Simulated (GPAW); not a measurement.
# NbTe (Pm-3m) in GPAW: a series of runs

The runs below take NbTe through band structure, with PBE+U.

Program: GPAW 26.7.0. These are calculated values, not measurements. Logs are shortened: lines on timing, memory, paths and dates and some standing lists are left out, and cuts for length are marked. The log counts tension as positive stress, the text compression.

### 1 Starting point

It takes space group Pm-3m (No. 221, cubic). The conventional cell has a = 3.426 Å, b = 3.426 Å, c = 3.426 Å, α = 90.00°, β = 90.00°, γ = 90.00°. Nb (site symmetry m-3m) has 8 Te at 2.97 Å as nearest neighbours. Te (site symmetry m-3m) is surrounded by 8 Nb at 2.97 Å.

The cell was built by a generator and needn't be a form met in nature.

### 2 Band structure, PBE+U

Contents of run.py:

```python
from ase import Atoms
from ase.dft.bandgap import bandgap
from ase.io import write
from ase.units import GPa
from gpaw import GPAW, PW

atoms = Atoms(['Nb', 'Te'],
              cell=[[3.4257, 0.0, 0.0],
                    [0.0, 3.4257, 0.0],
                    [0.0, 0.0, 3.4257]],
              scaled_positions=[[0.5, 0.5, 0.5],
                                [0.0, 0.0, 0.0]],
              pbc=True)

calc = GPAW(mode=PW(600),
            xc='PBE',
            kpts={'size': (8, 8, 8), 'gamma': True},
            occupations={'name': 'fermi-dirac', 'width': 0.05},
            setups={'Nb': ':d,2.0'},
            nbands=20,
            convergence={'density': 1e-05, 'energy': 1e-05},
            maxiter=150,
            txt='gpaw.txt')
atoms.calc = calc
energy = atoms.get_potential_energy()
forces = atoms.get_forces()
stress = atoms.get_stress()
calc.write('gs.gpw')
write('result.traj', atoms)
print(f'Energy: {energy:.6f} eV')
print('Forces (eV/A):')
print(forces.round(4))
print('Stress (GPa):', (stress / GPa).round(3))
print('Fermi level:', round(calc.get_fermi_level(), 4), 'eV')
print(f'Gap: {bandgap(calc)[0]:.4f} eV, direct: {bandgap(calc, direct=True)[0]:.4f} eV')

path = atoms.cell.bandpath('GXMGRX,MR', npoints=60, eps=1e-4)
bs_calc = calc.fixed_density(kpts=path, symmetry='off', nbands=32,
                             convergence={'bands': 'CBM+6.0', 'eigenstates': 1e-6}, txt='bands.txt')
bs = bs_calc.band_structure()
bs.write('bs.json')
print(f'Gap on the path: {bandgap(bs_calc)[0]:.4f} eV')
```

Potentials or basis: GPAW PAW data sets (gpaw-data 1.2.1), pw.

Launch:

```console
$ OMP_NUM_THREADS=1 python run.py
```

gpaw.txt:

```text
__  _  _
 | _ |_)|_||  |
 |__||  | ||/\| - 26.7.0

Input parameters:
  mode=PW(ecut=600.0),
  convergence={'density': 1e-05, 'energy': 1e-05},
  kpts=MonkhorstPack(size=(8, 8, 8), gamma=True),
  maxiter=150,
  nbands=20,
  occupations=Occupations(name='fermi-dirac', width=0.05),
  setups={'Nb': ':d,2.0'},
  xc=XC(name='PBE')

Diagonalizing LCAO Hamiltonian
Converting LCAO to pw mode
   .-------.
  /|       |
 * |       |
 | |  Nb   |
 | .-------.
 |/       /
 Te------*

Atoms  # Å, Bohr magnetons
|   | symbol |        x |        y |        z |    initial magnetic moments |
|---|--------|----------|----------|----------|-----------------------------|
| 0 |     Nb | 1.712850 | 1.712850 | 1.712850 | ( 0.0000,  0.0000,  0.0000) |
| 1 |     Te | 0.000000 | 0.000000 | 0.000000 | ( 0.0000,  0.0000,  0.0000) |

Unit cell  # Å
| periodic |        x |        y |        z |  lengths |    angles |
|----------|----------|----------|----------|----------|-----------|
|      yes | 3.425700 | 0.000000 | 0.000000 | 3.425700 | 90.000000 |
|      yes | 0.000000 | 3.425700 | 0.000000 | 3.425700 | 90.000000 |
|      yes | 0.000000 | 0.000000 | 3.425700 | 3.425700 | 90.000000 |

Number of symmetries: 48
Symmetry operations  # r_c * U_cc + t_c -> r_c
|    | kind |            matrix            |
|----|------|------------------------------|
|  0 |  E   |  1, 0, 0,  0, 1, 0,  0, 0, 1 |
|  1 |  σ   |  1, 0, 0,  0, 1, 0,  0, 0,-1 |
|  2 |  σ   |  1, 0, 0,  0, 0, 1,  0, 1, 0 |
|  3 |  C4  |  1, 0, 0,  0, 0, 1,  0,-1, 0 |
|  4 |  C4  |  1, 0, 0,  0, 0,-1,  0, 1, 0 |
|  5 |  σ   |  1, 0, 0,  0, 0,-1,  0,-1, 0 |
|  6 |  σ   |  1, 0, 0,  0,-1, 0,  0, 0, 1 |
|  7 |  C2  |  1, 0, 0,  0,-1, 0,  0, 0,-1 |
|  8 |  σ   |  0, 1, 0,  1, 0, 0,  0, 0, 1 |
|  9 |  C2  |  0, 1, 0,  1, 0, 0,  0, 0,-1 |
| 10 |  C3  |  0, 1, 0,  0, 0, 1,  1, 0, 0 |
| 11 |  S6  |  0, 1, 0,  0, 0, 1, -1, 0, 0 |
| 12 |  S6  |  0, 1, 0,  0, 0,-1,  1, 0, 0 |
| 13 |  C3  |  0, 1, 0,  0, 0,-1, -1, 0, 0 |
| 14 |  C4  |  0, 1, 0, -1, 0, 0,  0, 0, 1 |
| 15 |  S4  |  0, 1, 0, -1, 0, 0,  0, 0,-1 |
| 16 |  C3  |  0, 0, 1,  1, 0, 0,  0, 1, 0 |
| 17 |  S6  |  0, 0, 1,  1, 0, 0,  0,-1, 0 |
| 18 |  σ   |  0, 0, 1,  0, 1, 0,  1, 0, 0 |
| 19 |  C4  |  0, 0, 1,  0, 1, 0, -1, 0, 0 |
| 20 |  C2  |  0, 0, 1,  0,-1, 0,  1, 0, 0 |
| 21 |  S4  |  0, 0, 1,  0,-1, 0, -1, 0, 0 |
| 22 |  S6  |  0, 0, 1, -1, 0, 0,  0, 1, 0 |
| 23 |  C3  |  0, 0, 1, -1, 0, 0,  0,-1, 0 |
| 24 |  S6  |  0, 0,-1,  1, 0, 0,  0, 1, 0 |
| 25 |  C3  |  0, 0,-1,  1, 0, 0,  0,-1, 0 |
| 26 |  C4  |  0, 0,-1,  0, 1, 0,  1, 0, 0 |
| 27 |  σ   |  0, 0,-1,  0, 1, 0, -1, 0, 0 |
| 28 |  S4  |  0, 0,-1,  0,-1, 0,  1, 0, 0 |
| 29 |  C2  |  0, 0,-1,  0,-1, 0, -1, 0, 0 |
| 30 |  C3  |  0, 0,-1, -1, 0, 0,  0, 1, 0 |
| 31 |  S6  |  0, 0,-1, -1, 0, 0,  0,-1, 0 |
| 32 |  C4  |  0,-1, 0,  1, 0, 0,  0, 0, 1 |
| 33 |  S4  |  0,-1, 0,  1, 0, 0,  0, 0,-1 |
| 34 |  S6  |  0,-1, 0,  0, 0, 1,  1, 0, 0 |
| 35 |  C3  |  0,-1, 0,  0, 0, 1, -1, 0, 0 |
| 36 |  C3  |  0,-1, 0,  0, 0,-1,  1, 0, 0 |
| 37 |  S6  |  0,-1, 0,  0, 0,-1, -1, 0, 0 |
| 38 |  σ   |  0,-1, 0, -1, 0, 0,  0, 0, 1 |
| 39 |  C2  |  0,-1, 0, -1, 0, 0,  0, 0,-1 |
| 40 |  σ   | -1, 0, 0,  0, 1, 0,  0, 0, 1 |
| 41 |  C2  | -1, 0, 0,  0, 1, 0,  0, 0,-1 |
| 42 |  C2  | -1, 0, 0,  0, 0, 1,  0, 1, 0 |
| 43 |  S4  | -1, 0, 0,  0, 0, 1,  0,-1, 0 |
| 44 |  S4  | -1, 0, 0,  0, 0,-1,  0, 1, 0 |
| 45 |  C2  | -1, 0, 0,  0, 0,-1,  0,-1, 0 |
| 46 |  C2  | -1, 0, 0,  0,-1, 0,  0, 0, 1 |
| 47 |  i   | -1, 0, 0,  0,-1, 0,  0, 0,-1 |

BZ-sampling:
  Number of BZ points: 512
  Number of IBZ points: 35

  Monkhorst-Pack size: [8, 8, 8]
  Monkhorst-Pack shift: [0.0625, 0.0625, 0.0625]

K-points  # in reciprocal-cell coordinates
|     |                                coordinates |     weight |
|-----|--------------------------------------------|------------|
|   0 | (  0.00000000,   0.00000000,   0.00000000) | 0.00195312 |
|   1 | (  0.12500000,   0.00000000,   0.00000000) | 0.01171875 |
|   2 | (  0.12500000,   0.12500000,   0.00000000) | 0.02343750 |
|   3 | (  0.12500000,   0.12500000,   0.12500000) | 0.01562500 |
|   4 | (  0.25000000,   0.00000000,   0.00000000) | 0.01171875 |
|   5 | (  0.25000000,   0.12500000,   0.00000000) | 0.04687500 |
|   6 | (  0.25000000,   0.12500000,   0.12500000) | 0.04687500 |
|   7 | (  0.25000000,   0.25000000,   0.00000000) | 0.02343750 |
|   8 | (  0.25000000,   0.25000000,   0.12500000) | 0.04687500 |
|   9 | (  0.25000000,   0.25000000,   0.25000000) | 0.01562500 |
| ... |                                            |            |
|  34 | (  0.50000000,   0.50000000,   0.50000000) | 0.00195312 |

Plane wave coefficients: 1376
Cutoff: 600.0 eV

Spin-components: 1 (collinear spins)
Bands:           20
Projectors:      11
Spin-degeneracy: 2
Datatype:        complex128

Parallelization:
  kpt:    1
  domain: 1
  band:   1

Density:
  Valence electrons: 19.0
  Components: 1
  Grid points: [20 20 20]
  Charge: 0.0  # |e|

Potential:
  Grid points: [20 20 20]

species:
  Nb:
    name:    Niobium
    Z:       41.0
    valence: 13
    core:    28
    charge:  0.0  # [|e|]
    Hubbard: {U: 2.0,  # eV
              l: 2,
              scale: True}
    compensation charges:
      type: gauss
      rc: 0.40  # [Å]
      lmax: 2
    cutoffs:
      filter: 2.35  # [Å]
      core: 1.51  # [Å]
    projectors
    | kind |    occ | energy [eV] | rcut [Å] |
    |------|--------|-------------|----------|
    |   4s |  2.000 |     -58.361 |    1.323 |
    |   5s |  1.000 |      -3.980 |    1.323 |
    |   4p |  6.000 |     -34.526 |    1.323 |
    |   5p |  0.000 |      -1.111 |    1.323 |
    |   4d |  4.000 |      -3.041 |    1.244 |
    |    d |        |      24.171 |    1.244 |

    Using partial waves for Nb as LCAO basis

  Te:
    name:    Tellurium
    Z:       52.0
    valence: 6
    core:    46
    charge:  0.0  # [|e|]
    compensation charges:
      type: gauss
      rc: 0.36  # [Å]
      lmax: 2
    cutoffs:
      filter: 2.09  # [Å]
      core: 3.17  # [Å]
    projectors
    | kind |    occ | energy [eV] | rcut [Å] |
    |------|--------|-------------|----------|
    |   5s |  2.000 |     -15.089 |    1.180 |
    |   5p |  4.000 |      -5.955 |    1.196 |
    |    s |        |      12.123 |    1.180 |
    |    p |        |      21.256 |    1.196 |
    |    d |        |       0.000 |    1.238 |

    Using partial waves for Te as LCAO basis

Reference energy: -288696.831223  # eV

eigensolver:
  PPCG
  Converge bands: occupied
  niter=2

density mixing:
  MSR1-Mixer
  Pratt-step length: 0.05
  Maximum mixing coefficient: 0.75
  Old densities: 10
  SVD Regularization: 0.005
  Good broyden scale: 1.0
  Trust region scale: 1.0
  Backstep threshold: 4.0
  History deletion threshold: 6.0
  Fourier metric: weight=20.0, sigma=0.015

occupation numbers:
  Fermi-Dirac:
    width: 0.0500  # eV

poisson solver:
  ecut: 4800.0  # eV

xc functional:
  name: PBE with 2 nearest neighbor stencil

convergence criteria:
- Maximum integral of absolute [dens]ity change: 1e-05 electrons / valence electron
- Maximum [total energy] change in last 3 cyles: 1e-05 eV / valence electron
- Maximum integral of absolute [eigenst]ate change: 4e-08 eV^2 / valence electron
maximum number of iterations: 150

SCF iterations
|iter     | |      energy | eigst |  dens |
|---------|-|-------------|-------|-------|
|iter:   1| |  -11.996296 | +0.14 |       |
|iter:   2| |  -11.849517 | -2.23 | -1.07 |
|iter:   3| |  -11.426932 | -1.47 | -1.11 |
|iter:   4| |  -11.427110 | -3.13 | -1.68 |
|iter:   5| |  -11.429585 | -3.33 | -2.01 |
|iter:   6| |  -11.430383 | -4.37 | -2.56 |
|iter:   7| |  -11.430436 | -5.83 | -3.19 |
|iter:   8| |  -11.430393c| -6.14 | -3.49 |
|iter:   9| |  -11.430392c| -8.06c| -4.46 |
|iter:  10| |  -11.430392c| -8.15c| -4.91 |
|iter:  11| |  -11.430392c| -8.86c| -6.18c|

Converged in 11 steps
Energy contributions relative to reference atoms: (reference = -288696.831223)

Energy contributions:
  Kinetic:           6.039908
  Coulomb:          -8.320580
  Zero:              0.045799
  External:          0.000000
  Xc:               -9.181178
  Entropy:          -0.028684
  Spinorbit:         0.000000
  ----------------------------
  Free energy:     -11.444734
  Extrapolated:    -11.430392

dipole moment: (-14.552063, -14.552063, -14.552063)  # |e|*Ang

Fermi level: 12.091
Eigenvalues  # (at kpt = [0.000, 0.000, 0.000])
| band index |      eig [eV] | occ [0-2] |
|------------|---------------|-----------|
|          0 |       -43.646 |     2.000 |
|        ... |               |           |
|          2 |       -19.673 |     2.000 |
|          3 |       -19.673 |     2.000 |
|          4 |        -2.379 |     2.000 |
|          5 |         9.232 |     2.000 |
|          6 |         9.232 |     2.000 |
|          7 |        10.756 |     2.000 |
|          8 |        10.756 |     2.000 |
|          9 |        10.756 |     2.000 |
|         10 |        13.283 |     0.000 |
|         11 |        13.283 |     0.000 |
|         12 |        13.283 |     0.000 |
|         13 |        15.477 |     0.000 |
|         14 |        20.235 |     0.000 |
|         15 |        20.235 |     0.000 |
|         16 |        24.316 |     0.000 |
|         17 |        24.316 |     0.000 |
|        ... |               |           |
|         19 |        27.415 |     0.000 |

No gap
No difference between direct/indirect transitions

Forces  # eV/Ang
|        x |        y |        z |
|----------|----------|----------|
| -0.00000 | -0.00000 |  0.00000 |  # Nb   0
| -0.00000 |  0.00000 | -0.00000 |  # Te   1

Stress tensor  # eV/Ang^3
|         x |         y |         z |
|-----------|-----------|-----------|
| -0.005108 |  0.000000 |  0.000000 |
|  0.000000 | -0.005108 |  0.000000 |
|  0.000000 |  0.000000 | -0.005108 |

# Writing to gs.gpw (mode='')
```

It took 11 s on 1 thread of AMD EPYC 9R45 (Zen 5), shared host; peak memory 0.24 GiB.

What came out:

```yaml
Free_energy: -11.4447 eV
Pressure: 0.8 GPa
Band_gap_along_the_path: none (metal or under the smearing width)
```

Levels at the corners of the path, in eV from the Fermi level:
```tsv
point	band 5	band 6	band 7	band 8	band 9	band 10	band 11	band 12	band 13	band 14
Γ	-14.47	-2.86	-2.86	-1.33	-1.33	-1.33	1.19	1.19	1.19	3.39
X	-12.73	-7.96	-2.81	-2.81	-2.12	1.35	2.03	4.46	4.83	4.83
M	-12.11	-5.68	-5.68	-2.82	-0.27	-0.27	0.50	1.29	2.24	3.83
Γ	-14.47	-2.86	-2.86	-1.33	-1.33	-1.33	1.19	1.19	1.19	3.39
R	-10.37	-6.48	-6.48	-6.48	1.86	1.86	1.86	2.35	2.35	4.94
X	-12.73	-7.96	-2.81	-2.81	-2.12	1.35	2.03	4.46	4.83	4.83
M	-12.11	-5.68	-5.68	-2.82	-0.27	-0.27	0.50	1.29	2.24	3.83
R	-10.37	-6.48	-6.48	-6.48	1.86	1.86	1.86	2.35	2.35	4.94
```

Caveat: spin-orbit coupling is left out, which moves the levels of the heavy elements; U without spin polarisation on a metal has little footing; the U is typed as a test and isn't derived for this compound.

### 3 Band structure, PBE+U

run.py: that of step 2 with these lines changed.

```diff
@@ -18,3 +18,3 @@
             occupations={'name': 'fermi-dirac', 'width': 0.05},
-            setups={'Nb': ':d,2.0'},
+            setups={'Nb': ':d,3.0'},
             nbands=20,
```

Potentials or basis: GPAW PAW data sets (gpaw-data 1.2.1), pw.

Launch:

```console
$ OMP_NUM_THREADS=1 python run.py
```

Run time: 12 s. Hardware: 1 thread of AMD EPYC 9R45 (Zen 5), shared host; peak memory 0.24 GiB.

It converged, with:

| Item | Value |
| --- | --- |
| Free energy | -10.3320 eV |
| Pressure | 3.1 GPa |
| Band gap along the path | none (metal or under the smearing width) |

Levels at the corners of the path, in eV from the Fermi level:
| point | band 7 | band 8 | band 9 | band 10 | band 11 | band 12 | band 13 | band 14 |
| --- | --- | --- | --- | --- | --- | --- | --- | --- |
| Γ | -3.10 | -1.39 | -1.39 | -1.39 | 1.39 | 1.39 | 1.39 | 3.30 |
| X | -2.76 | -2.76 | -2.39 | 1.56 | 1.69 | 4.39 | 4.95 | 4.95 |
| M | -5.75 | -3.02 | -0.12 | -0.12 | 0.46 | 1.44 | 1.87 | 3.58 |
| Γ | -3.10 | -1.39 | -1.39 | -1.39 | 1.39 | 1.39 | 1.39 | 3.30 |
| R | -6.47 | -6.47 | 1.76 | 1.76 | 1.76 | 1.98 | 1.98 | 5.12 |
| X | -2.76 | -2.76 | -2.39 | 1.56 | 1.69 | 4.39 | 4.95 | 4.95 |
| M | -5.75 | -3.02 | -0.12 | -0.12 | 0.46 | 1.44 | 1.87 | 3.58 |
| R | -6.47 | -6.47 | 1.76 | 1.76 | 1.76 | 1.98 | 1.98 | 5.12 |

Caveat: spin-orbit coupling is left out, which moves the levels of the heavy elements; U without spin polarisation on a metal has little footing; the U is typed as a test and isn't derived for this compound.

### 4 Band structure, PBE+U

run.py: that of step 3 with these lines changed.

```diff
@@ -18,3 +18,3 @@
             occupations={'name': 'fermi-dirac', 'width': 0.05},
-            setups={'Nb': ':d,3.0'},
+            setups={'Nb': ':d,4.0'},
             nbands=20,
```

Launch:

```console
$ OMP_NUM_THREADS=1 python run.py
```

Wall time 13 s (1 thread of AMD EPYC 9R45 (Zen 5), shared host); peak memory 0.24 GiB.

It converged, with:

- Free energy: -9.3246 eV
- Pressure: 7.0 GPa
- Band gap along the path: none (metal or under the smearing width)

Levels at the corners of the path, in eV from the Fermi level:
```
point  band 7  band 8  band 9  band 10  band 11  band 12
    Γ   -3.48   -1.41   -1.41    -1.41     1.85     1.85
    X   -2.83   -2.60   -2.60     1.14     2.03     4.35
    M   -5.78   -3.31    0.24     0.24     0.46     1.26
    Γ   -3.48   -1.41   -1.41    -1.41     1.85     1.85
    R   -6.40   -6.40    1.36     1.36     1.69     1.69
    X   -2.83   -2.60   -2.60     1.14     2.03     4.35
    M   -5.78   -3.31    0.24     0.24     0.46     1.26
    R   -6.40   -6.40    1.36     1.36     1.69     1.69
```

Caveat: spin-orbit coupling is left out, which moves the levels of the heavy elements; U without spin polarisation on a metal has little footing; the U is typed as a test and isn't derived for this compound.

### 5 Overview

| U | pressure (GPa) |
| --- | --- |
| Nb d U = 2 eV | 0.8 |
| Nb d U = 3 eV | 3.1 |
| Nb d U = 4 eV | 7.0 |

Alike in all rows: task band structure; level PBE+U; potentials or basis GPAW PAW data sets (gpaw-data 1.2.1), pw; no spin polarisation; cell as given; k mesh 8 × 8 × 8; cutoff (eV) 600; smearing fermi-dirac 0.05 eV.

Caveats: spin-orbit coupling is left out, which moves the levels of the heavy elements; U without spin polarisation on a metal has little footing; the U is typed as a test and isn't derived for this compound.

Absolute energies hang on the potentials; compare differences alone.
